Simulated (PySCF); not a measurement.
# C2H8NSSi: the cost of one run

Program: PySCF 2.14.0. Level of theory: levels as typed in each script, gas phase, geometry from GFN2-xTB. These are calculated values, not measurements.

### 1 Starting geometry

SMILES `CC([S])[SiH2]N`, 13 atoms, charge 0, spin multiplicity 2.

Bond lengths: C1–C2 1.517 Å, C1–H6 1.090 Å, C1–H7 1.089 Å, C1–H8 1.088 Å, C2–S3 1.777 Å, C2–Si4 1.951 Å, C2–H9 1.091 Å, Si4–N5 1.714 Å, Si4–H10 1.462 Å, Si4–H11 1.457 Å, N5–H12 1.008 Å, N5–H13 1.007 Å. Angles: C2–C1–H6 110.5°, C2–C1–H7 110.4°, C2–C1–H8 110.5°, H6–C1–H7 108.5°, H6–C1–H8 108.0°, H7–C1–H8 108.8°, C1–C2–S3 112.8°, C1–C2–Si4 112.5°, C1–C2–H9 110.8°, S3–C2–Si4 104.9°, S3–C2–H9 107.5°, Si4–C2–H9 108.0°, C2–Si4–N5 113.8°, C2–Si4–H10 105.5°, C2–Si4–H11 107.0°, N5–Si4–H10 106.9°, N5–Si4–H11 107.9°, H10–Si4–H11 115.9° and more.

Coordinates:

```
C     0.95130    1.65680    0.47262
C     0.68628    0.49206   -0.46267
S     1.45897   -1.01437    0.07769
Si   -1.21137    0.06173   -0.60121
N    -1.90945   -0.46720    0.87181
H     2.01712    1.88064    0.51187
H     0.42311    2.54547    0.12998
H     0.62012    1.41913    1.48177
H     1.05762    0.70920   -1.46575
H    -1.87191    1.31652   -0.95763
H    -1.33439   -1.02061   -1.56885
H    -1.55919   -1.30539    1.30917
H    -2.19629    0.19802    1.57098
```

### 2 Response to an electric field (B3LYP/def2-svpd)

Input file input.py:

```python
import numpy as np
from pyscf import gto, scf, dft
from pyscf.scf import atom_ks, atom_hf
from scipy.linalg import block_diag

def solve(mol, dm0=None, hcore=None):
    mf = (dft.UKS if mol.spin else dft.RKS)(mol, xc='b3lyp')
    mf.grids.level = 3
    mf = mf.density_fit(auxbasis='def2-universal-jkfit')
    mf.conv_tol, mf.max_cycle = 1e-8, 80
    if hcore is not None:
        mf.get_hcore = lambda *args: hcore
    mf.kernel(dm0)
    if not mf.converged:
        mf = mf.newton().run(mf.mo_coeff, mf.mo_occ, max_cycle=30)
    assert mf.converged, 'SCF not converged'
    return mf

mol = gto.M(atom='''
C      0.95130     1.65680     0.47262
C      0.68628     0.49206    -0.46267
S      1.45897    -1.01437     0.07769
Si    -1.21137     0.06173    -0.60121
N     -1.90945    -0.46720     0.87181
H      2.01712     1.88064     0.51187
H      0.42311     2.54547     0.12998
H      0.62012     1.41913     1.48177
H      1.05762     0.70920    -1.46575
H     -1.87191     1.31652    -0.95763
H     -1.33439    -1.02061    -1.56885
H     -1.55919    -1.30539     1.30917
H     -2.19629     0.19802     1.57098
''', basis='def2-svpd', charge=0, spin=1, verbose=4)
field = np.array([0.0, 0.01, 0.0])  # atomic units
mol.set_common_orig(mol.atom_charges() @ mol.atom_coords() / mol.atom_charges().sum())
mf = solve(mol)
out = dict(dm0=mf.make_rdm1(), d0=mf.dip_moment(unit='AU'), e0=mf.e_tot)
for name, sign in (('p', 1), ('m', -1)):
    h = mf.get_hcore() + sign * np.einsum('x,xij->ij', field, mol.intor('int1e_r'))
    mi = solve(mol, mf.make_rdm1(), h)
    out.update({'dm' + name: mi.make_rdm1(), 'd' + name: mi.dip_moment(unit='AU'), 'e' + name: mi.e_tot})
# spherically averaged free atoms, for the promolecule
atm = atom_ks.get_atm_nrks(mol, xc='b3lyp')
pro = block_diag(*[(atm[a[0]][2] * atm[a[0]][3]) @ atm[a[0]][2].T for a in mol._atom])
np.savez('result.npz', pro=pro, **out)
```

Command:

```sh
$ OMP_NUM_THREADS=1 python input.py
```

What time and memory should one allow on 1 thread of Arm Neoverse V1, shared host?

About 4.3 min, with a peak of 0.86 GiB.
